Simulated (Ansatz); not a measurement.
**Cl2H3NOZr: ionisation energy by level of theory**

One table from this session's results is given with a row withheld; the runs are named, their logs left out.

Program: Ansatz 0.2.0, Gaussian basis. Level of theory: unrestricted cation, the program's frozen cores in correlated methods. These are calculated values, not measurements.

Levels to be run: UKS PBE-D4/def2-TZVPP; UKS r2SCAN-D4/def2-TZVPP; UKS PBE0-D4/def2-TZVPP; UKS B3LYP-D4/def2-TZVPP; UKS wB97X-V/def2-TZVPP; UKS wB97M-V/def2-TZVPP; UKS B2PLYP/def2-TZVPP; UHF-CCSD(T)/def2-TZVPP; UHF-MP2/def2-QZVPP; extrapolation to the limit; then −ε(HOMO) from the neutral's earlier runs with LDA (SPW92), PBE-D4, revPBE-D4, BLYP-D4, r2SCAN-D4, B97M-V, PBE0-D4, B3LYP-D4, r2SCANh-D4, r2SCAN0-D4, HSE06-D4, BHLYP-D4, CAM-B3LYP-D4, LC-ωPBE, ωB97X-V, ωB97M-V.

1 further run of the same task is left out (for a known fault of the program).

## Structure used throughout

All runs share one geometry, relaxed beforehand with PBE0-D4 in a triple-zeta def2 set. Zr takes the def2 core potential; no spin-orbit term is included.

SMILES `[NH2][Zr]([OH])([Cl])[Cl]`, 8 atoms, charge 0, spin multiplicity 1.

Atoms are counted from 1 here; the program's logs count them from 0.

Bond lengths: N1–Zr2 2.005 Å, N1–H6 1.012 Å, N1–H7 1.011 Å, Zr2–O3 1.895 Å, Zr2–Cl4 2.363 Å, Zr2–Cl5 2.363 Å, O3–H8 0.954 Å. Angles: Zr2–N1–H6 125.0°, Zr2–N1–H7 125.7°, H6–N1–H7 109.3°, N1–Zr2–O3 105.6°, N1–Zr2–Cl4 109.0°, N1–Zr2–Cl5 109.0°, O3–Zr2–Cl4 112.3°, O3–Zr2–Cl5 112.3°, Cl4–Zr2–Cl5 108.5°, Zr2–O3–H8 163.2°.

The first run:

The input, in.yaml:

```yaml
crystal:
  periodic: [false, false, false]
  atoms:
    - {symbol: N, position_ang: [-0.960405, 0.946476, 0.690050]}
    - {symbol: Zr, position_ang: [0.231330, -0.120365, -0.519619]}
    - {symbol: O, position_ang: [1.039186, -1.429202, 0.588064]}
    - {symbol: Cl, position_ang: [-1.076066, -1.080720, -2.237433]}
    - {symbol: Cl, position_ang: [1.820243, 1.323635, -1.506072]}
    - {symbol: H, position_ang: [-1.536939, 1.725217, 0.398449]}
    - {symbol: H, position_ang: [-1.081535, 0.795146, 1.682035]}
    - {symbol: H, position_ang: [1.564195, -2.160187, 0.904526]}
basis:
  gaussian: {orbitals: def2-TZVPP}
total_charge: 1
magnetization: {spin_polarized: true, initial_magnetization: 1}
hamiltonian: {xc: pbe, dispersion: d4}
```

Started as:

```sh
$ ansatz run in.yaml --threads 2 --pin off --events-out ev --progress --plain --max-ram 32768MiB --backend cpu
```

Among the steps run: Cation, UKS PBE-D4/def2-TZVPP; Cation, UKS r2SCAN-D4/def2-TZVPP; Cation, UKS PBE0-D4/def2-TZVPP; Cation, UKS B3LYP-D4/def2-TZVPP; Cation, UKS wB97X-V/def2-TZVPP; Cation, UKS wB97M-V/def2-TZVPP; Cation, UKS B2PLYP (frozen core)/def2-TZVPP; Cation, UHF-CCSD(T)/def2-TZVPP; Cation, UHF-MP2/def2-QZVPP.

One table of the session follows, with a row left open; its other results are not shown here.

It belongs to the step «Ionisation energies side by side». For comparison, −ε(HOMO) of the neutral from earlier runs:

```
  functional  −ε(HOMO) (eV)
 LDA (SPW92)           6.78
      PBE-D4              ?
   revPBE-D4           6.52
     BLYP-D4           6.44
   r2SCAN-D4           6.90
      B97M-V           6.93
     PBE0-D4           7.97
    B3LYP-D4           7.71
  r2SCANh-D4           7.41
  r2SCAN0-D4           8.18
    HSE06-D4           7.56
    BHLYP-D4           9.23
CAM-B3LYP-D4           9.36
     LC-ωPBE          10.78
     ωB97X-V          10.39
     ωB97M-V          10.26
```

**Question.** Estimate the row for PBE-D4.

**Answer.** −ε(HOMO) (eV): 6.59. In the column «−ε(HOMO) (eV)» it lies between revPBE-D4 (6.52) and LDA (SPW92) (6.78).
